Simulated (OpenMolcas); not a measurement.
# Ho²⁺ among point charges: CASSCF levels and susceptibility

Aim: the splitting of the states of Ho²⁺ in the field of 8 point charges, its lowest levels with spin-orbit coupling and its magnetic susceptibility.

Program: OpenMolcas 26.06. Level of theory: state-averaged CASSCF, spin-orbit coupling by RASSI with atomic mean-field integrals. These are calculated values, not measurements, unless marked.

1 further run of the same task is left out (it didn't finish).

## Step 1: The atom as given

```
Species                           : Ho²⁺ (holmium, Z = 67, 65 electrons)
Basis                             : ANO-RCC-VTZP [8s7p5d3f2g1h], 104 functions
Scalar Hamiltonian                : DKH2, point nucleus
Inactive shells                   : 1s 2s 2p 3s 3p 3d 4s 4p 4d 5s 5p
Active space                      : 11 electrons in 7 orbitals (4f)
Some configurations of this space : 4f¹¹
Orbitals                          : optimised for the highest spin of each parity, averaged over all roots
```

Outer shells as boxes (Hund's rule):

4f11
```
4f [↑↓][↑↓][↑↓][↑↓][↑ ][↑ ][↑ ]
```

The ion sits among 8 point charges of -2 e arranged as a hexagonal bipyramid (D6h), 2.89 Å from the ion, with the axial distance 2.514 Å. The active orbitals were held to one l.

The work runs as a chain of OpenMolcas steps in one folder; each step below is one input file. Labels, J, g values, rates, χT and fits are worked out afterwards by a script from the matrices that RASSI stores. The input lists half of the charges; inversion (Group=XYZ) makes the rest.

## Step 2: GATEWAY and SEWARD: basis and integrals

a.inp reads:

```
&GATEWAY
Coord
1

Ho 0.0 0.0 0.0
Basis=ANO-RCC-VTZP
Group=XYZ
NoMove
AngMom=0.0 0.0 0.0
AMFI
XField
4 Angstrom 0
2.890000 0.000000 0.000000 -2.000000
1.445000 2.502813 0.000000 -2.000000
1.445000 -2.502813 0.000000 -2.000000
0.000000 0.000000 2.514300 -2.000000
&SEWARD
```

Run with:

```
$ OMP_NUM_THREADS=1 MOLCAS_MEM=2252 MOLCAS_PROJECT=a pymolcas a.inp > a.log
```

## Step 3: Reference wave functions, quartets of odd parity, 35 roots

a.inp reads:

```
&RASSCF
FileOrb=start.orb
Symmetry=2
Spin=4
nActEl=11 0 0
Inactive=15 12
Ras2=0 7
CIRoot=35 35 1
SDav=35
CIMx=300
Iter=120 100
PrWF=0.3
OrbListing=Nothing
MaxOrb=0
SupSym
0
1
21 13 14 15 16 17 18 19 29 30 31 32 33 34 35 36 37 38 39 40 41 42
>>> COPY $Project.JobIph JOB001
```

start.orb holds the contracted functions of the basis, ordered by shell, or the orbitals of the step before.

## Step 4: Reference wave functions, doublets of odd parity, 112 roots

a.inp reads:

```
&RASSCF
FileOrb=start.orb
Symmetry=2
Spin=2
nActEl=11 0 0
Inactive=15 12
Ras2=0 7
CIRoot=112 112 1
SDav=112
CIMx=300
Iter=120 100
PrWF=0.3
OrbListing=Nothing
MaxOrb=0
CIOnly
SupSym
0
1
21 13 14 15 16 17 18 19 29 30 31 32 33 34 35 36 37 38 39 40 41 42
>>> COPY $Project.JobIph JOB002
```

## Step 5: RASSI: spin-orbit coupling between the states

a.inp reads:

```
&RASSI
NrOfJobIphs=2 35 73
1 2 3 4 5 6 7 8 9 10 11 12 13 14 15 16 17 18 19 20 21 22 23 24 25 26 27
28 29 30 31 32 33 34 35
1 2 3 4 5 6 7 8 9 10 11 12 13 14 15 16 17 18 19 20 21 22 23 24 25 26 27
28 29 30 31 32 33 34 35 36 37 38 39 40 41 42 43 44 45 46 47 48 49 50 51
52 53 54 55 56 57 58 59 60 61 62 63 64 65 66 67 68 69 70 71 72 73
IphNames
JOB001
JOB002
EJob
SpinOrbit
DIPRint=1.0
SOCoupling=1000.0
Subsets=2
Property=9
'ANGMOM' 1 'ANGMOM' 2 'ANGMOM' 3 'MLTPL  1' 1 'MLTPL  1' 2 'MLTPL  1' 3
'AMFI' 1 'AMFI' 2 'AMFI' 3
SOProperty=3
'ANGMOM' 1 'ANGMOM' 2 'ANGMOM' 3
```

What does the calculation give? Wanted: spin-free ground state; first state of the same spin within the active space; lowest level; next level.

As calculated:

```
                                            quantity                                value
                                              method                               CASSCF
                              spin-free ground state  quartet, 2-fold in its orbital part
first state of the same spin within the active space                 quartet at 12.9 cm⁻¹
                                        lowest level        2-fold, g = 0.38, 0.38, 13.02
                                          next level                            27.0 cm⁻¹
                                         χT at 300 K                      11.39 cm³ K/mol
                           effective moment at 300 K                              9.54 μB
```

**Reading.** The spin-free ground state (quartet) comes to 100 % from free-ion I terms and keeps the highest spin of the shell. The doublets rest on orbitals optimised for another spin in at least one step, which raises them against the optimised states. Not all states of the active space went into the spin-orbit step. High states of lower spin are left out of the spin-orbit mixing, and CASSCF puts spin-flip levels too high. This is an electrostatic model: the charges have no orbitals.
